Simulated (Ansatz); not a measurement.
# Ni: pressure up to the limit of the methods

An exercise on one series of results from a longer session: the logs are not shown, and one member is left open.

Program: Ansatz 0.2.0. Level of theory: DFT PBEsol, with the methods named in each step. These are calculated values, not measurements.

### The structure to begin with

The structure is cubic, space group Im-3m (No. 229). The conventional cell has a = 2.749 Å, b = 2.749 Å, c = 2.749 Å, α = 90.00°, β = 90.00°, γ = 90.00°. Ni (site symmetry m-3m) is surrounded by 8 Ni at 2.38 Å.

Coordinates:

```cif
data_structure
_symmetry_space_group_name_H-M 'P 1'
_symmetry_Int_Tables_number 1
_cell_length_a 2.3810
_cell_length_b 2.3810
_cell_length_c 2.3810
_cell_angle_alpha 109.471
_cell_angle_beta 109.471
_cell_angle_gamma 109.471
_cell_volume 10.39
loop_
_atom_site_label
_atom_site_type_symbol
_atom_site_fract_x
_atom_site_fract_y
_atom_site_fract_z
_atom_site_occupancy
Ni1 Ni 0.00000 0.00000 0.00000 1
```

Whether this phase is the stable one at these pressures isn't tested.

Set-up of the first run:

input.yaml

```yaml
crystal:
  lattice:
    - [-1.3746720981, 1.3746720981, 1.3746720981]
    - [1.3746720981, -1.3746720981, 1.3746720981]
    - [1.3746720981, 1.3746720981, -1.3746720981]
  atoms:
    - { symbol: Ni, position: [0.0, 0.0, 0.0], spin: 1.0 }
magnetization:
  spin_polarized: true
kpoints:
  mp_grid: { grid: [21, 21, 21] }
scf:
  occupations: { method: fermi_dirac, width: 0.08 }
hamiltonian:
  xc: pbesol
  pseudopotentials: { kind: paw }
output:
  forces: true
  stress: true
relax:
  f_tol: 0.005
  max_steps: 40
  cell: {}
```

Started as:

```sh
$ ansatz run input.yaml --threads 1 --pin off --max-ram 3072MiB --backend cpu --events-out ev --progress --plain --runs-dir out
```

Among the steps run: Cell relaxed at zero pressure, PAW; Volume scaled by 1, PAW; Volume scaled by 0.9, PAW; Volume scaled by 0.8, PAW; Volume scaled by 0.7, PAW; Volume scaled by 0.6, PAW; Volume scaled by 0.5, PAW; Volume scaled by 0.4, PAW; Volume scaled by 0.4, PAW (source ansatz).

One table of the session follows, with a row left open; its other results are not shown here.

```
             method  volume over the first  volume (Å³/atom)  pressure (GPa)  moment Ni (μB)
                PAW                      1            10.469            0.01            0.54
                PAW                    0.9                 ?               ?               ?
                PAW                    0.8             8.375           83.24            0.00
                PAW                    0.7             7.329          184.57            0.00
                PAW                    0.6             6.282          381.04            0.00
                PAW                    0.5             5.235          787.95            0.00
                PAW                    0.4             4.188         1697.56            0.00
PAW (source ansatz)                    0.4             4.188         1718.00            0.00
```

Estimate the missing values for PAW, 0.9.

The run gave: volume (Å³/atom): 9.422; pressure (GPa): 28.68; moment Ni (μB): 0.09. In the column «volume (Å³/atom)» it lies between PAW, 0.8 (8.375) and PAW, 1 (10.469).

Caveats from the session: At pressures up to 1718 GPa the PAW spheres may overlap and frozen cores may not hold, so those PAW values are rough without an all-electron check. Warnings in the runs' records: seeded moment not kept.
